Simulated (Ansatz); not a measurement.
# HgPd: properties at the relaxed cell

One table from this session's results is given with a row withheld; the runs are named, their logs left out.

Computed with Ansatz 0.2.0 (DFT PBEsol, scalar-relativistic, plane waves, PAW, unless a step's input says otherwise).

### Starting point

It takes space group P4/mmm (No. 123, tetragonal). Conventional cell: a = 3.010 Å, b = 3.010 Å, c = 3.742 Å, α = 90.00°, β = 90.00°, γ = 90.00°. Around Hg (site symmetry 4/mmm) lie 8 Pd at 2.83 Å and 4 Hg at 3.01 Å. Pd (site symmetry 4/mmm) has 8 Hg at 2.83 Å and 4 Pd at 3.01 Å as nearest neighbours.

Coordinates:

```cif
data_structure
_symmetry_space_group_name_H-M 'P 1'
_symmetry_Int_Tables_number 1
_cell_length_a 3.0095
_cell_length_b 3.0095
_cell_length_c 3.7422
_cell_angle_alpha 90.000
_cell_angle_beta 90.000
_cell_angle_gamma 90.000
_cell_volume 33.89
loop_
_atom_site_label
_atom_site_type_symbol
_atom_site_fract_x
_atom_site_fract_y
_atom_site_fract_z
_atom_site_occupancy
Hg1 Hg 0.00000 0.00000 0.00000 1
Pd1 Pd 0.50000 0.50000 0.50000 1
```

This cell was relaxed beforehand with the same method: volume 16.95 Å³/atom, gap on the mesh none (metal).

Set-up of the first run:

input.yaml

```yaml
crystal:
  lattice:
    - [2.9791310411, 0.0, 0.0]
    - [0.0, 2.9791310411, 0.0]
    - [0.0, 0.0, 3.7044036127]
  atoms:
    - { symbol: Hg, position: [0.0, 0.0, 0.0] }
    - { symbol: Pd, position: [0.5, 0.5, 0.5] }
basis:
  ecutwfc: 420
kpoints:
  mp_grid: { grid: [14, 14, 12] }
hamiltonian:
  xc: pbesol
scf:
  occupations: { method: gaussian, width: 0.1 }
output:
  forces: true
  stress: true
  eigenvalues: true
relax:
  adjacent_minimum: "off"
  f_tol: 0.01
  max_steps: 30
  cell: { stress_tol: 0.1, fix: [volume] }
```

Started as:

```
ansatz run input.yaml --threads 1 --pin off --max-ram 2560MiB --backend cpu --events-out ev --progress --plain --runs-dir out
```

Among the steps run: Point at V/V0 = 0.97; Point at V/V0 = 1.03; Volume × 0.94; Volume × 1.06; Volume × 0.91; The cell scaled to 1.10 of its volume; The cell scaled to 0.88 of its volume.

One of the session's tables, all rows but one given; the rest of the session is left out.

It belongs to the step «Energy against volume». 

```
volume (Å³/atom)  energy above the lowest point (meV/atom)  pressure (GPa)
          14.913                                     148.5           26.97
          15.422                                      77.5           18.11
          15.930                                         ?               ?
          16.439                                       7.4            4.87
          16.947                                       0.0            0.00
          17.456                                       6.6           -3.98
          17.964                                      24.6           -7.22
          18.642                                      62.7          -10.61
```

Estimate the missing values for volume (Å³/atom) = 15.930.

Worked estimate for «energy above the lowest point (meV/atom)». A straight line through the neighbours (15.422, 77.5) and (16.439, 7.4) gives 77.5 + (7.4 − 77.5) × (15.930 − 15.422) / (16.439 − 15.422) = 42.5; a parabola fitted to 4 rows on both sides gives 31.9.

The run gave: energy above the lowest point (meV/atom): 32.0; pressure (GPa): 10.83. In «energy above the lowest point (meV/atom)» the line misses by +10.5 and the parabola by -0.1.
